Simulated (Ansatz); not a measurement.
# Ge2Sb2O: the cost of one run

Program: Ansatz 0.2.0. Level of theory: DFT PBE, scalar-relativistic, plane waves, PAW. These are calculated values, not measurements.

### Step 1. The structure to begin with

Symmetry: P4/mmm, No. 123, tetragonal system. Conventional cell: a = 4.433 Å, b = 4.433 Å, c = 6.013 Å, α = 90.00°, β = 90.00°, γ = 90.00°. Around Ge (site symmetry 4mm) lie 4 Sb at 2.71 Å and 2 Ge at 2.89 to 3.13 Å and 4 O at 3.45 Å. Sb (site symmetry mmm) is surrounded by 4 Ge at 2.71 Å and 4 Sb at 3.13 Å and 4 O at 3.74 Å. O (site symmetry 4/mmm) is surrounded by 8 Ge at 3.45 Å and 8 Sb at 3.74 Å.

Coordinates:

```
Ge Sb O
1.0
     4.43280    0.00000    0.00000
     0.00000    4.43280    0.00000
     0.00000    0.00000    6.01296
Ge Sb O
2 2 1
Direct
  0.50000 0.50000 0.24000
  0.50000 0.50000 0.76000
  0.00000 0.50000 0.50000
  0.50000 0.00000 0.50000
  0.00000 0.00000 0.00000
```

The cell is invented: species swapped into a database cell of CeMg2Si2 (P4/mmm, No. 123), with O on the Ce sites, Sb on the Mg sites and Ge on the Si sites. Lengths come from tabulated atomic sizes and are only a guess.

### Step 2. Probe: one point on a coarse mesh

File input.yaml:

```yaml
crystal:
  lattice:
    - [4.43279539, 0.0, 0.0]
    - [0.0, 4.43279539, 0.0]
    - [0.0, 0.0, 6.01295643]
  atoms:
    - { symbol: Ge, position: [0.5, 0.5, 0.23999999] }
    - { symbol: Ge, position: [0.5, 0.5, 0.76000001] }
    - { symbol: Sb, position: [0.0, 0.5, 0.5] }
    - { symbol: Sb, position: [0.5, 0.0, 0.5] }
    - { symbol: O, position: [0.0, 0.0, 0.0] }
basis:
  ecutwfc: 420
kpoints:
  mp_grid: { grid: [4, 4, 4] }
hamiltonian:
  xc: pbe
scf:
  occupations: { method: gaussian, width: 0.1 }
  lower_state_search: "off"
output:
  forces: true
  stress: true
  eigenvalues: true
```

The run is started by

```
ansatz run input.yaml --threads 1 --pin off --max-ram 2560MiB --backend cpu --events-out ev --progress --plain --runs-dir out
```

**Question.** How long does this run take on 1 thread of Intel Xeon Platinum 8259CL at 2.50GHz (Skylake/Cascade Lake), shared host, and how much memory does it need?

About 4.5 s, with a peak of 0.46 GiB.
